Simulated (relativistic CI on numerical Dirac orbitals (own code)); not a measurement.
# Ions with 22 electrons, Ti to Ni⁶⁺: levels along an isoelectronic sequence

How do the lowest levels of 22-electron ions move as Z rises from 22 to 28? Each ion is run with the same configurations.

The numbers are computed with relativistic CI on numerical Dirac orbitals (own code) version 2 (Dirac-Coulomb-Breit CI, KLI orbitals optimised for each configuration, model QED (radiative potential, 1s self-energy scaled to tabulated hydrogen-like ionisation energies)), except any that are marked as measured or tabulated.

**1. What is computed**

* electrons: 22
* ions: Ti, V⁺, Cr²⁺, Mn³⁺, Fe⁴⁺, Co⁵⁺, Ni⁶⁺
* configurations: [Ar] 3d4; [Ar] 3d2 4s2; [Ne] 3s2 3p5 3d5; [Ne] 3s 3p6 3d5; [Ar] 3d3 4s; [Ne] 3p6 3d6; [Ar] 3d3 4p

**2. Ti (Z = 22)**

Input settings:

```ini
atom Ti  Z=22  charge=0  electrons=22
nucleus A=48  rms_radius_fm=3.5921
hamiltonian dirac-coulomb  breit=on  qed=on  c_scale=1
orbitals kli  potential=per-configuration
slater_scale 1
correlation none
mixing on
configurations
  [Ar] 3d4
  [Ar] 3d2 4s2
  [Ne] 3s2 3p5 3d5
  [Ne] 3s 3p6 3d5
  [Ar] 3d3 4s
  [Ne] 3p6 3d6
  [Ar] 3d3 4p
end
```

Main fields of the result record, rounded:

```text
{
  "status": "converged",
  "levels [i, E_cm, J2, conf, term, w_term, jj, w_jj, g, tau_s]": [
    [0, 0, 4, "3s2 3p6 3d2 4s2", "3F", 0.9832, "3d3/2^2", 0.6755, 0.6658, "-"],
    [1, 158.06242, 6, "3s2 3p6 3d2 4s2", "3F", 0.9834, "3d3/2 3d5/2", 0.9834, 1.083, 9862],
    [2, 361.89799, 8, "3s2 3p6 3d2 4s2", "3F", 0.9833, "3d5/2^2", 0.781, 1.25, 5838],
    [3, 6039.7588, 2, "3s2 3p6 3d3 4s", "5F", 0.9999, "3d3/2^2 3d5/2 4s", 0.3599, -0.002411, "-"],
    [4, 6078.5412, 4, "3s2 3p6 3d3 4s", "5F", 0.9999, "3d3/2^2 3d5/2 4s", 0.5906, 0.9998, 2.387e+05],
    [5, 6136.351, 6, "3s2 3p6 3d3 4s", "5F", 0.9999, "3d3/2^2 3d5/2 4s", 0.5555, 1.25, 7.147e+04],
    [6, 6212.7565, 8, "3s2 3p6 3d3 4s", "5F", 0.9999, "3d3/2 3d5/2^2 4s", 0.7386, 1.351, "-"],
    [7, 6307.1962, 10, "3s2 3p6 3d3 4s", "5F", 0.9999, "3d5/2^3 4s", 0.4708, 1.401, "-"],
    [8, 9040.8233, 4, "3s2 3p6 3d2 4s2", "1D", 0.9211, "3d5/2^2", 0.3345, 1.011, 87.48],
    [9, 9814.6762, 0, "3s2 3p6 3d2 4s2", "3P", 0.8327, "3d3/2^2", 0.5064, "-", 116.5],
    [10, 9859.8506, 2, "3s2 3p6 3d2 4s2", "3P", 0.8322, "3d3/2 3d5/2", 0.8322, 1.501, 115.2],
    [11, 9955.5268, 4, "3s2 3p6 3d2 4s2", "3P", 0.813, "3d5/2^2", 0.4951, 1.49, 113.1],
    [12, 14112.497, 8, "3s2 3p6 3d2 4s2", "1G", 0.8806, "3d3/2 3d5/2", 0.6993, 0.9998, 113.8],
    [13, 15862.434, 2, "3s2 3p6 3d3 4s", "5P", 0.9998, "3d3/2^2 3d5/2 4s", 0.5164, 2.503, "-"],
    [14, 15909.513, 4, "3s2 3p6 3d3 4s", "5P", 0.9996, "3d3/2 3d5/2^2 4s", 0.4114, 1.835, "-"],
    [15, 15981.681, 6, "3s2 3p6 3d3 4s", "5P", 0.9999, "3d3/2 3d5/2^2 4s", 0.6174, 1.668, "-"],
    [16, 16492.492, 4, "3s2 3p6 3d3 4s", "3F", 0.9892, "3d3/2^2 3d5/2 4s", 0.5118, 0.6659, "-"],
    [17, 16595.906, 6, "3s2 3p6 3d3 4s", "3F", 0.9883, "3d3/2 3d5/2^2 4s", 0.5518, 1.083, "-"],
    [18, 16732.87, 8, "3s2 3p6 3d3 4s", "3F", 0.9877, "3d3/2 3d5/2^2 4s", 0.5168, 1.25, "-"],
    [19, 18180.872, 6, "3s2 3p6 3d3 4s", "3G", 0.9922, "3d3/2 3d5/2^2 4s", 0.5108, 0.7496, "-"],
    "... 20 more rows left out ..."
  ],
  "lines, the strongest and those to the lowest levels [upper, lower, type, S_au, A_per_s, branching]": [
    [28, 3, "E1", 19.57, 3.722e+07, 0.7723],
    [29, 4, "E1", 27.17, 3.706e+07, 0.7665],
    [30, 5, "E1", 37.33, 3.98e+07, 0.8197],
    [31, 6, "E1", 50.16, 4.398e+07, 0.9008],
    [32, 7, "E1", 65.87, 4.913e+07, 1],
    [37, 3, "E1", 10.16, 4.628e+07, 0.6695],
    [38, 4, "E1", 12.73, 3.481e+07, 0.503],
    [39, 4, "E1", 7.634, 1.505e+07, 0.2172],
    [39, 5, "E1", 20.07, 3.92e+07, 0.5657],
    [39, 6, "E1", 7.792, 1.504e+07, 0.217]
  ],
  "n_levels_all": 513,
  "total_energy [Ha]": -852.40239376,
  "configurations [conf, odd, states, E_av_cm, breit_Ha, qed_Ha, corr_Ha]": [
    ["3s2 3p6 3d4", 0, 210, 51224.3, 0.2642, 0.1755, "-"],
    ["3s2 3p6 3d2 4s2", 0, 45, 8157.7, 0.2647, 0.1757, "-"],
    ["3s2 3p5 3d5", 1, 1512, 339142, 0.2631, 0.1755, "-"],
    ["3s 3p6 3d5", 0, 504, 569241, 0.2631, 0.1745, "-"],
    ["3s2 3p6 3d3 4s", 0, 240, 22351.6, 0.2644, 0.1755, "-"],
    ["3p6 3d6", 0, 210, 1.10522e+06, 0.2619, 0.1735, "-"],
    ["3s2 3p6 3d3 4p", 1, 720, 39338.3, 0.2644, 0.1755, "-"]
  ],
  "radial 3s2 3p6 3d4 [Ha, bohr]": {"<r^-3>(3d)": 1.3014, "<r^1>(3d)": 2.2275, "<r^2>(3d)": 7.3563, "<r^4>(3d)": 191.74, "F2(3d,3d)": 0.18233, "F4(3d,3d)": 0.10983, "zeta(3d)": 0.0002263}
}
```

Wall time 0.64 s (1 thread, shared host).

**3. V⁺ (Z = 23)**

Changes to the settings of step 2:

```diff
@@ -1,3 +1,3 @@
-atom Ti  Z=22  charge=0  electrons=22
-nucleus A=48  rms_radius_fm=3.5921
+atom V  Z=23  charge=1  electrons=22
+nucleus A=51  rms_radius_fm=3.6002
 hamiltonian dirac-coulomb  breit=on  qed=on  c_scale=1
```

Results of the run:

```text
{
  "status": "converged",
  "levels [i, E_cm, J2, conf, term, w_term, jj, w_jj, g, tau_s]": [
    [0, 0, 2, "3s2 3p6 3d3 4s", "5F", 0.9998, "3d3/2^2 3d5/2 4s", 0.3597, -0.002422, "-"],
    [1, 76.119112, 4, "3s2 3p6 3d3 4s", "5F", 0.9998, "3d3/2^2 3d5/2 4s", 0.5908, 0.9998, 3.503e+04],
    [2, 189.12587, 6, "3s2 3p6 3d3 4s", "5F", 0.9998, "3d3/2^2 3d5/2 4s", 0.5606, 1.25, 9993],
    [3, 337.59779, 8, "3s2 3p6 3d3 4s", "5F", 0.9998, "3d3/2 3d5/2^2 4s", 0.7382, 1.351, "-"],
    [4, 519.66633, 10, "3s2 3p6 3d3 4s", "5F", 0.9997, "3d5/2^3 4s", 0.4657, 1.401, "-"],
    [5, 1958.7639, 0, "3s2 3p6 3d4", "5D", 0.9988, "3d3/2^2 3d5/2^2", 0.6815, "-", "-"],
    [6, 1990.822, 2, "3s2 3p6 3d4", "5D", 0.9989, "3d3/2^3 3d5/2", 0.4948, 1.501, "-"],
    [7, 2053.9135, 4, "3s2 3p6 3d4", "5D", 0.999, "3d3/2^2 3d5/2^2", 0.6626, 1.501, "-"],
    [8, 2146.2172, 6, "3s2 3p6 3d4", "5D", 0.999, "3d3/2 3d5/2^3", 0.4703, 1.501, "-"],
    [9, 2265.3991, 8, "3s2 3p6 3d4", "5D", 0.9989, "3d3/2 3d5/2^3", 0.4599, 1.501, "-"],
    [10, 9316.3614, 4, "3s2 3p6 3d3 4s", "3F", 0.9514, "3d3/2^2 3d5/2 4s", 0.4955, 0.6658, 280.7],
    [11, 9507.9181, 6, "3s2 3p6 3d3 4s", "3F", 0.9501, "3d3/2 3d5/2^2 4s", 0.5391, 1.083, "-"],
    [12, 9754.569, 8, "3s2 3p6 3d3 4s", "3F", 0.9483, "3d3/2 3d5/2^2 4s", 0.4881, 1.25, "-"],
    [13, 13805.22, 2, "3s2 3p6 3d3 4s", "5P", 0.9973, "3d3/2^2 3d5/2 4s", 0.5428, 2.501, "-"],
    "... 26 more rows left out ..."
  ],
  "n_levels_all": 513,
  "total_energy [Ha]": -947.53468368,
  "configurations [conf, odd, states, E_av_cm, breit_Ha, qed_Ha, corr_Ha]": [
    ["3s2 3p6 3d4", 0, 210, 26142.3, 0.3076, 0.2047, "-"],
    ["3s2 3p6 3d2 4s2", 0, 45, 46577.9, 0.3085, 0.2051, "-"],
    ["3s2 3p5 3d5", 1, 1512, 357205, 0.3061, 0.2048, "-"],
    ["3s 3p6 3d5", 0, 504, 608639, 0.3062, 0.2036, "-"],
    ["3s2 3p6 3d3 4s", 0, 240, 21121.6, 0.308, 0.2049, "-"],
    ["3p6 3d6", 0, 210, 1.20944e+06, 0.3049, 0.2024, "-"],
    ["3s2 3p6 3d3 4p", 1, 720, 51398, 0.3079, 0.2048, "-"]
  ]
}
```

Run time: 0.53 s. Hardware: 1 thread, shared host.

**4. Cr²⁺ (Z = 24)**

Changes to the settings of step 3:

```diff
@@ -1,3 +1,3 @@
-atom V  Z=23  charge=1  electrons=22
-nucleus A=51  rms_radius_fm=3.6002
+atom Cr  Z=24  charge=2  electrons=22
+nucleus A=52  rms_radius_fm=3.6452
 hamiltonian dirac-coulomb  breit=on  qed=on  c_scale=1
```

Results of the run:

```text
{
  "status": "converged",
  "levels [i, E_cm, J2, conf, term, w_term, jj, w_jj, g, tau_s]": [
    [0, 0, 0, "3s2 3p6 3d4", "5D", 0.9983, "3d3/2^2 3d5/2^2", 0.6789, "-", "-"],
    [1, 57.443779, 2, "3s2 3p6 3d4", "5D", 0.9985, "3d3/2^3 3d5/2", 0.5005, 1.501, 9.786e+04],
    [2, 169.81478, 4, "3s2 3p6 3d4", "5D", 0.9987, "3d3/2^2 3d5/2^2", 0.6635, 1.501, 1.245e+04],
    [3, 332.81434, 6, "3s2 3p6 3d4", "5D", 0.9988, "3d3/2 3d5/2^3", 0.4665, 1.501, "-"],
    [4, 541.18114, 8, "3s2 3p6 3d4", "5D", 0.9986, "3d3/2 3d5/2^3", 0.4582, 1.501, "-"],
    [5, 20022.837, 8, "3s2 3p6 3d4", "3H", 0.9944, "3d3/2^2 3d5/2^2", 0.4215, 0.8005, "-"],
    [6, 20131.315, 10, "3s2 3p6 3d4", "3H", 0.9958, "3d3/2^2 3d5/2^2", 0.6975, 1.034, "-"],
    [7, 20251.253, 12, "3s2 3p6 3d4", "3H", 0.9987, "3d3/2 3d5/2^3", 0.5711, 1.167, "-"],
    [8, 20652.936, 0, "3s2 3p6 3d4", "3P", 0.9928, "3d3/2^4", 0.5992, "-", 4.508],
    [9, 21013.321, 2, "3s2 3p6 3d4", "3P", 0.9954, "3d3/2^3 3d5/2", 0.4667, 1.5, 5.236],
    [10, 21646.738, 4, "3s2 3p6 3d4", "3P", 0.995, "3d3/2 3d5/2^3", 0.3731, 1.5, 8.179],
    [11, 21937.516, 4, "3s2 3p6 3d4", "3F", 0.996, "3d3/2^2 3d5/2^2", 0.5042, 0.6659, 18.35],
    [12, 21988.434, 6, "3s2 3p6 3d4", "3F", 0.9839, "3d3/2^2 3d5/2^2", 0.4754, 1.079, 8.865],
    [13, 22051.111, 8, "3s2 3p6 3d4", "3F", 0.9792, "3d3/2^3 3d5/2", 0.31, 1.247, 6.404],
    "... 26 more rows left out ..."
  ],
  "n_levels_all": 513,
  "total_energy [Ha]": -1048.4336841,
  "configurations [conf, odd, states, E_av_cm, breit_Ha, qed_Ha, corr_Ha]": [
    ["3s2 3p6 3d4", 0, 210, 30966.8, 0.3558, 0.2373, "-"],
    ["3s2 3p6 3d2 4s2", 0, 45, 153331, 0.357, 0.2378, "-"],
    ["3s2 3p5 3d5", 1, 1512, 408064, 0.354, 0.2373, "-"],
    ["3s 3p6 3d5", 0, 504, 683359, 0.3542, 0.2358, "-"],
    ["3s2 3p6 3d3 4s", 0, 240, 71605.6, 0.3564, 0.2375, "-"],
    ["3p6 3d6", 0, 210, 1.35375e+06, 0.3525, 0.2344, "-"],
    ["3s2 3p6 3d3 4p", 1, 720, 115033, 0.3563, 0.2373, "-"]
  ]
}
```

Wall time 0.51 s (1 thread, shared host).

[end of part 1 of 2]
